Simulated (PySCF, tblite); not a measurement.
# C8H8BCl: geometry, infrared bands and NMR shifts

Wanted: the infrared bands and NMR shifts of C8H8BCl (`C#C/C=C/C(BCl)=C\C=C`), by calculation.

Programs: tblite 0.8.0 and PySCF 2.14.0, with density-fitted response routines of our own. Each step states its level of theory. These are calculated values for one molecule in the gas phase, unless marked as measured. Atoms count from 0, in the outputs and in this text.

## (1) Starting geometry

18 atoms, charge 0, multiplicity 1; geometry from: force field or distance geometry start.

Bonds of the start (Å): C0–C1 1.23, C1–C2 1.42, C2–C3 1.33, C3–C4 1.45, C4–B5 1.56, B5–Cl6 1.82, C4–C7 1.32, C7–C8 1.47, C8–C9 1.33, C0–H10 1.06, C2–H11 1.08, C3–H12 1.08, B5–H13 1.18, C7–H14 1.11, C8–H15 1.05, C9–H16 1.10, C9–H17 1.10.

## (2) Geometry optimisation with GFN2-xTB

Job settings and geometry (Å):

```
{"job": {"kind": "relax", "xc": "GFN2-xTB", "basis": "xTB"}, "charge": 0, "multiplicity": 1}
C      4.271500    -1.021500    -0.147800
C      3.228100    -0.379600    -0.054100
C      2.009800     0.343600     0.074600
C      0.827600    -0.148200    -0.284600
C     -0.334500     0.705700    -0.093300
B     -0.211300     2.152500     0.465100
Cl    -0.957900     2.493800     2.093000
C     -1.539300     0.288300    -0.418900
C     -1.811200    -1.045700    -0.964000
C     -3.085600    -1.323900    -1.235400
H      5.158200    -1.593600    -0.246900
H      2.061100     1.349800     0.465300
H      0.775200    -1.159700    -0.656000
H      0.320800     2.991100    -0.169700
H     -2.385000     0.987700    -0.266700
H     -1.091100    -1.790600    -1.142300
H     -3.847800    -0.551400    -1.045300
H     -3.397400    -2.291900    -1.649300
```

Launch:

```sh
$ OMP_NUM_THREADS=1 python probes_run.py task.json out
```

This one command runs all jobs of the session in turn.

**Question.** This job is followed by: GFN2-xTB harmonic vibrations, gas phase; GIAO PBE0/pcSseg-1 NMR shielding, non-relativistic, gas phase. Predict these results of the whole session: strongest single infrared mode (GFN2-xTB); zero-point energy (GFN2-xTB); ¹³C shifts against TMS (PBE0/pcSseg-1); ¹H shifts against TMS (PBE0/pcSseg-1); ¹¹B shifts against BF3·OEt2 (PBE0/pcSseg-1); ³⁵Cl shifts against HCl (PBE0/pcSseg-1); surface potential, 1st and 99th percentile.

The runs gave:

| quantity | value |
| --- | --- |
| strongest single infrared mode (GFN2-xTB) | 1073 cm⁻¹, 115 km/mol |
| zero-point energy (GFN2-xTB) | 80.4 kcal/mol |
| ¹³C shifts against TMS (PBE0/pcSseg-1) | 157.1, 151.4, 145.2, 139.9, 139.2, 118.7, 92.5, 88.6 ppm |
| ¹H shifts against TMS (PBE0/pcSseg-1) | 7.75, 7.48, 7.36, 6.83, 6.22, 6.18, 6.18, 3.00 ppm |
| ¹¹B shifts against BF3·OEt2 (PBE0/pcSseg-1) | 60.5 ppm |
| ³⁵Cl shifts against HCl (PBE0/pcSseg-1) | 241 ppm |
| surface potential, 1st and 99th percentile | -0.78 V and 1.23 V |

In words: The optimisation took 115 steps and gained 0.578 eV; among the close pairs (by a distance rule), B5–Cl6 changed most, from 1.823 to 1.702 Å. All 48 modes are real, so the xTB geometry is a minimum. The strongest single mode, at 1073 cm⁻¹, moves mainly H13. GFN2-xTB is a fitted tight-binding method: band positions and strengths are rough. Its intensities can rank the bands wrongly. At PBE0/pcSseg-1: The widest tensor belongs to Cl6: span 726 ppm, with a paramagnetic part of -440 ppm. At PBE0/pcSseg-1, counted by nearest atom on the grid, the HOMO lies on C0, C2 about 16 % each; 4 C atoms about 11 % each, the LUMO on C7 20 %; B5 19 %.
